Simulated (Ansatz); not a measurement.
# FGaH₄N₂: small, medium and large basis sets

The task here is to estimate one member of a computed series from the others.

Computed with Ansatz 0.2.0, Gaussian basis. Level: one geometry, several basis sets.

Levels to be run: PBE0-D4/def2-SVP; ωB97M-V/def2-SVP; PBE0-D4/def2-QZVPP; ωB97M-V/def2-QZVPP; the functionals' def2-TZVPP values are taken from earlier runs.

### The relaxed structure

The geometry comes from an earlier relaxation with PBE0-D4 in a triple-zeta def2 set; it is a stationary point, not always the lowest conformer.

SMILES `[NH2][Ga]([NH2])[F]`, 8 atoms, charge 0, spin multiplicity 1.

Atoms are counted from 1 here; the program's logs count them from 0.

Bond lengths: N1–Ga2 1.806 Å, N1–H5 1.007 Å, N1–H6 1.006 Å, Ga2–N3 1.806 Å, Ga2–F4 1.758 Å, N3–H7 1.006 Å, N3–H8 1.007 Å. Angles: Ga2–N1–H5 119.2°, Ga2–N1–H6 121.7°, H5–N1–H6 111.5°, N1–Ga2–N3 128.9°, N1–Ga2–F4 115.6°, N3–Ga2–F4 115.6°, Ga2–N3–H7 121.6°, Ga2–N3–H8 119.2°, H7–N3–H8 111.5°.

As a file:

```mol
FGaH4N2
  3D, bonds by distance, orders not assigned

  8  7  0  0  0  0  0  0  0  0999 V2000
   -0.5948    1.5080   -0.3526 N   0  0
   -0.2080   -0.2560   -0.3300 Ga  0  0
    0.8738   -1.1647    0.7952 N   0  0
   -0.9918   -1.2207   -1.5735 F   0  0
   -1.3811    1.8312   -0.8915 H   0  0
   -0.4294    2.0949    0.4473 H   0  0
    1.5657   -0.6965    1.3552 H   0  0
    1.1658   -2.0962    0.5499 H   0  0
  1  2  8  0
  2  3  8  0
  2  4  8  0
  1  5  8  0
  1  6  8  0
  3  7  8  0
  3  8  8  0
M  END
```

Set-up of the first run:

in.yaml

```yaml
crystal:
  periodic: [false, false, false]
  atoms:
    - {symbol: N, position_ang: [-0.594832, 1.508049, -0.352591]}
    - {symbol: Ga, position_ang: [-0.208031, -0.256031, -0.330003]}
    - {symbol: N, position_ang: [0.873766, -1.164740, 0.795207]}
    - {symbol: F, position_ang: [-0.991846, -1.220700, -1.573480]}
    - {symbol: H, position_ang: [-1.381060, 1.831186, -0.891545]}
    - {symbol: H, position_ang: [-0.429431, 2.094933, 0.447326]}
    - {symbol: H, position_ang: [1.565700, -0.696487, 1.355218]}
    - {symbol: H, position_ang: [1.165755, -2.096199, 0.549868]}
basis:
  gaussian: {orbitals: def2-SVP}
hamiltonian: {xc: pbe0, dispersion: d4}
output: {orbitals: {seedname: orbitals}}
```

Command:

```
$ ansatz run in.yaml --threads 4 --pin off --events-out ev --progress --plain --max-ram 10444MiB
```

Among the steps run: PBE0-D4 in def2-SVP; ωB97M-V in def2-SVP; PBE0-D4 in def2-QZVPP; ωB97M-V in def2-QZVPP.

One of the session's tables, all rows but one given; the rest of the session is left out.

It belongs to the step «Density functionals: the series». 

| functional | basis | HOMO (eV) | LUMO (eV) |
| --- | --- | --- | --- |
| PBE0-D4 | def2-SVP | -7.08 | 0.01 |
| PBE0-D4 | def2-TZVPP | -7.38 | -0.30 |
| PBE0-D4 | def2-QZVPP | -7.46 | -0.55 |
| ωB97M-V | def2-SVP | -9.45 | 1.73 |
| ωB97M-V | def2-TZVPP | -9.77 | 1.33 |
| ωB97M-V | def2-QZVPP | ? | ? |

Estimate the missing values for ωB97M-V, def2-QZVPP.

**Answer.** HOMO (eV): -9.84; LUMO (eV): 0.93. In the column «HOMO (eV)» it is the lowest.
